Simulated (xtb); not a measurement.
# GeH2O2F2 (SMILES [OH][Ge]([OH])([F])[F]): GFN1-xTB

Aim: the electronic atomisation energy of GeH2O2F2 at GFN1-xTB, from 5 runs. 

Program for the calculation: xtb 6.7.1.

6 further runs of the same task are left out: 6 set aside as unsound or not needed.

### 1 The structure to begin with

The species is GeH2O2F2 (7 atoms), meant as a singlet with charge 0. SMILES: `[OH][Ge]([OH])([F])[F]`. The coordinates come from a PBE0-D4/def2-TZVP relaxation. This is one conformer, not always the lowest.

Bond lengths: O1–Ge2 1.732 Å, Ge2–O3 1.732 Å, Ge2–F4 1.716 Å, Ge2–F5 1.716 Å, O1–H6 0.961 Å, O3–H7 0.961 Å. Angles: O1–Ge2–O3 108.9°, O1–Ge2–F4 112.6°, O1–Ge2–F5 109.3°, O3–Ge2–F4 109.3°, O3–Ge2–F5 112.6°, F4–Ge2–F5 104.3°, Ge2–O1–H6 112.8°, Ge2–O3–H7 112.8°.

### 2 Energy and gradient at GFN1-xTB

Contents of in.coord:

```
$coord angs
    -1.2020000     0.5502000     0.9588000  O
    -0.0069000    -0.0136000    -0.1610000  Ge
     1.3912000    -0.5282000     0.7223000  O
    -0.5734000    -1.3111000    -1.1302000  F
     0.3473000     1.2327000    -1.2859000  F
    -1.7813000     1.2182000     0.5813000  H
     1.8865000    -1.2163000     0.2691000  H
$end
```

Launch:

```bash
xtb in.coord --gfn 1 --grad --parallel 1 | tee run.log
```

Standard output:

```text
* xtb version 6.7.1
[...]
          :  # basis functions                  30          :
[...]
          :  # electrons                        32          :
[...]
          :  Hamiltonian                  GFN1-xTB          :
[...]
          :  net charge                          0          :
          :  unpaired electrons                  0          :
[...]
   *** convergence criteria satisfied after 11 iterations ***
[...]
         ::                     SUMMARY                     ::
         :::::::::::::::::::::::::::::::::::::::::::::::::::::
         :: total energy             -22.489314413671 Eh    ::
         :: gradient norm              0.017083416316 Eh/a0 ::
         :: HOMO-LUMO gap              7.720506985919 eV    ::
         ::.................................................::
         :: SCC energy               -22.547908137788 Eh    ::
         :: -> electrostatic           0.124167118328 Eh    ::
         :: repulsion energy           0.060114737499 Eh    ::
         :: dispersion energy         -0.001521013382 Eh    ::
         :: halogen bond corr.         0.000000000000 Eh    ::
         :: add. restraining           0.000000000000 Eh    ::
         :: total charge              -0.000000000000 e     ::
         :::::::::::::::::::::::::::::::::::::::::::::::::::::
[...]
        16        2.0000           -0.5215081             -14.1910 (HOMO)
        17                         -0.2377847              -6.4705 (LUMO)
[...]
          | TOTAL ENERGY              -22.489314413671 Eh   |
          | GRADIENT NORM               0.017083416316 Eh/α |
          | HOMO-LUMO GAP               7.720506985919 eV   |
           -------------------------------------------------
[...]
```

Standard error:

```text
normal termination of xtb
```

It took 0.025 s on 1 thread of AMD EPYC 9R45 (Zen 5), shared host.

### 3 The F atom: the energy at GFN1-xTB

Contents of input.inp:

```
$chrg 0
$spin 1
$end
```

Contents of mol.coord:

```
$coord
      0.000000000000      0.000000000000      0.000000000000  f
$end
```

Launch:

```bash
xtb mol.coord --input input.inp --sp --gfn 1 --json --parallel 1 | tee mol.out
```

Standard output:

```text
* xtb version 6.7.1
[...]
          :  # basis functions                   4          :
[...]
          :  # electrons                         7          :
[...]
          :  Hamiltonian                  GFN1-xTB          :
[...]
          :  net charge                          0          :
          :  unpaired electrons                  1          :
[...]
   *** convergence criteria satisfied after 3 iterations ***
[...]
         ::                     SUMMARY                     ::
         :::::::::::::::::::::::::::::::::::::::::::::::::::::
         :: total energy              -4.996944852086 Eh    ::
         :: gradient norm              0.000000000000 Eh/a0 ::
         :: HOMO-LUMO gap              0.000000000000 eV    ::
         ::.................................................::
         :: SCC energy                -4.996944852086 Eh    ::
         :: -> electrostatic           0.000000000000 Eh    ::
         :: repulsion energy           0.000000000000 Eh    ::
         :: dispersion energy          0.000000000000 Eh    ::
         :: halogen bond corr.         0.000000000000 Eh    ::
         :: add. restraining           0.000000000000 Eh    ::
         :: total charge               0.000000000000 e     ::
         :::::::::::::::::::::::::::::::::::::::::::::::::::::
[...]
         4        1.6667           -0.6348231             -17.2744 (HOMO)
      -------------------------------------------------------------
[...]
          | TOTAL ENERGY               -4.996944852086 Eh   |
          | GRADIENT NORM               0.000000000000 Eh/α |
          | HOMO-LUMO GAP              17.274415000000 eV   |
           -------------------------------------------------
[...]
```

Standard error:

```text
normal termination of xtb
```

Wall time 0.021 s (1 thread of AMD EPYC 9R45 (Zen 5), shared host).

### 4 The Ge atom: the energy at GFN1-xTB

Contents of input.xyz:

```xyz
1
Ge
Ge     0.00000000     0.00000000     0.00000000
```

Launch:

```bash
xtb input.xyz -c 0 -u 2 --gfn1 -P 1 | tee xtb.out
```

Standard output:

```text
* xtb version 6.7.1
[...]
          :  # basis functions                  10          :
[...]
          :  # electrons                         4          :
[...]
          :  Hamiltonian                  GFN1-xTB          :
[...]
          :  net charge                          0          :
          :  unpaired electrons                  2          :
[...]
   *** convergence criteria satisfied after 3 iterations ***
[...]
         ::                     SUMMARY                     ::
         :::::::::::::::::::::::::::::::::::::::::::::::::::::
         :: total energy              -1.515451321862 Eh    ::
         :: gradient norm              0.000000000000 Eh/a0 ::
         :: HOMO-LUMO gap              0.000000000000 eV    ::
         ::.................................................::
         :: SCC energy                -1.515451321862 Eh    ::
         :: -> electrostatic           0.000000000000 Eh    ::
         :: repulsion energy           0.000000000000 Eh    ::
         :: dispersion energy          0.000000000000 Eh    ::
         :: halogen bond corr.         0.000000000000 Eh    ::
         :: add. restraining           0.000000000000 Eh    ::
         :: total charge               0.000000000000 e     ::
         :::::::::::::::::::::::::::::::::::::::::::::::::::::
[...]
         3        0.6667           -0.2953101              -8.0358 (HOMO)
         4        0.6667           -0.2953101              -8.0358 (LUMO)
[...]
          | TOTAL ENERGY               -1.515451321862 Eh   |
          | GRADIENT NORM               0.000000000000 Eh/α |
          | HOMO-LUMO GAP               0.000000000000 eV   |
           -------------------------------------------------
[...]
```

Standard error:

```text
normal termination of xtb
```

Run time: 0.021 s. Hardware: 1 thread of AMD EPYC 9R45 (Zen 5), shared host.

### 5 The H atom: the energy at GFN1-xTB

Contents of start.xyz:

```xyz
1

H      0.00000     0.00000     0.00000
```

Run the same way, it converges to -0.40143 Eh (log not shown).

### 6 The O atom: a single-point energy at GFN1-xTB

Contents of .CHRG:

```
0
```

Contents of .UHF:

```
2
```

Contents of input.xyz:

```xyz
1
start
O      0.00000     0.00000     0.00000
```

Run the same way, it converges to -4.35084 Eh (log not shown).

### 7 Outcome

Level: GFN1-xTB.

| quantity | value |
| --- | --- |
| molecule: total energy | -22.48931 Eh |
| molecule: dipole moment | 0.77 D |
| molecule: HOMO energy | -14.19 eV |
| molecule: LUMO energy | -6.47 eV |
| molecule: HOMO–LUMO gap | 7.72 eV |
| molecule: dispersion energy | -3.99 kJ/mol |
| molecule: largest force on an atom | 0.445 eV/Å |
| F atom: total energy | -4.99694 Eh |
| F atom: dipole moment | 0.00 D |
| F atom: HOMO energy (partly filled) | -17.27 eV |
| Ge atom: total energy | -1.51545 Eh |
| Ge atom: dipole moment | 0.00 D |
| Ge atom: HOMO energy (partly filled) | -8.04 eV |
| Ge atom: LUMO energy | -8.04 eV |
| H atom: total energy | -0.40143 Eh |
| H atom: dipole moment | 0.00 D |
| H atom: HOMO energy (partly filled) | -10.92 eV |
| O atom: total energy | -4.35084 Eh |
| O atom: dipole moment | 0.00 D |
| O atom: HOMO energy (partly filled) | -17.89 eV |
| electronic atomisation energy | 40.149 eV |

What this shows: The method runs without spin polarisation, so open shells lack the exchange term that lowers high spin: such energies come out too high. The largest force (molecule) is 0.45 eV/Å: the shape isn't a stationary point for this species at this level. Taking the molecule apart into free atoms costs 40.15 eV (926 kcal/mol), before zero-point energy and without spin-orbit coupling. Tight-binding and semi-empirical models aren't fitted to free atoms, so this value can be far from the true one.
